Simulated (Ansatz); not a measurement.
This script drives the Python package of Ansatz (0.2.0).

`run_transition.py`
```python
'''Pressure at which two phases of AlAu cross.'''

import warnings

import ansatz
import numpy as np


def cscl(A, B, a):
    return (
        ansatz.Lattice.cubic(a)
        .space_group(221)
        .atom(A, [0, 0, 0])
        .atom(B, [0.5, 0.5, 0.5])
    )


def rocksalt(a_site, b_site, a):
    return (
        ansatz.Lattice.fcc(a)
        .space_group(225)
        .atom(a_site, [0, 0, 0])
        .atom(b_site, [0.5, 0.5, 0.5])
        .primitive()
    )


def run_phase(name, crystal, pressure=0.0):
    calc = (
        crystal.calculation()
        .functional('lda')
        .basis(450)  # plane waves up to this kinetic energy
        .kpoints(spacing=0.33)
        .occupations('gaussian', width=0.05)
    )
    calc = calc.relax(force_tolerance=0.03, cell=True, pressure=pressure)
    return calc.run()


def volume_per_atom(outcome):
    return abs(np.linalg.det(outcome.lattice.cell_ang)) / len(outcome.lattice.sites)

warnings.simplefilter('ignore', ansatz.DeckWarning)

phases = {}
phases['CsCl'] = cscl('Al', 'Au', 3.22)
phases['rocksalt'] = rocksalt('Al', 'Au', 5.24)

# H = E + PV, with 1 eV per cubic angstrom equal to 160.2 GPa
pressures = [0, 20, 40, 60]
enthalpy, volume = {name: [] for name in phases}, {name: [] for name in phases}
for p in pressures:
    for name, crystal in phases.items():
        o = run_phase(name, crystal, pressure=p)
        volume[name].append(volume_per_atom(o))
        enthalpy[name].append(o.report['energy_sigma0_ev'] / len(o.lattice.sites) + p * volume[name][-1] / 160.21766)
gap = np.array(enthalpy['rocksalt']) - np.array(enthalpy['CsCl'])
rows = [(p, va, vb, 1000 * d) for p, va, vb, d in zip(pressures, volume['CsCl'], volume['rocksalt'], gap)]
print('   P (GPa)  V CsCl (A^3/atom)  V rocksalt (A^3/atom)  H(rocksalt) - H(CsCl) (meV/atom)')
for row in rows:
    print(f'{row[0]:10d}  {row[1]:17.3f}  {row[2]:21.3f}  {row[3]:+32.1f}')
crossings = [p0 - g0 * (p1 - p0) / (g1 - g0) for p0, p1, g0, g1 in zip(pressures, pressures[1:], gap, gap[1:]) if g0 * g1 < 0]
print('crossing near', [round(float(p), 1) for p in crossings], 'GPa') if crossings else print('no crossing in this range')
```

It is started by `python run_transition.py`. How long does it take on 1 thread of Arm Neoverse V1 (shared host), and how much memory does it need?

It took about 34 s, with a peak of 0.35 GiB, for 8 runs of the engine.

```console
$ python run_transition.py
   P (GPa)  V CsCl (A^3/atom)  V rocksalt (A^3/atom)  H(rocksalt) - H(CsCl) (meV/atom)
         0             15.691                 17.815                             +50.7
        20             14.036                 15.575                            +270.3
        40             13.070                 14.334                            +444.0
        60             12.381                 13.467                            +589.9
no crossing in this range
```

At a fixed pressure a relaxation lowers the enthalpy F + PV, while F alone can rise. Spin-orbit coupling, which matters for elements this heavy, is left out. Only these two structures are compared, at zero temperature and with their symmetry kept; either may be hypothetical, and another phase may be lower than both. Differences under about 40 meV an atom lie within the error of mesh and functional. The cells are prototypes set up for this calculation and needn't exist.
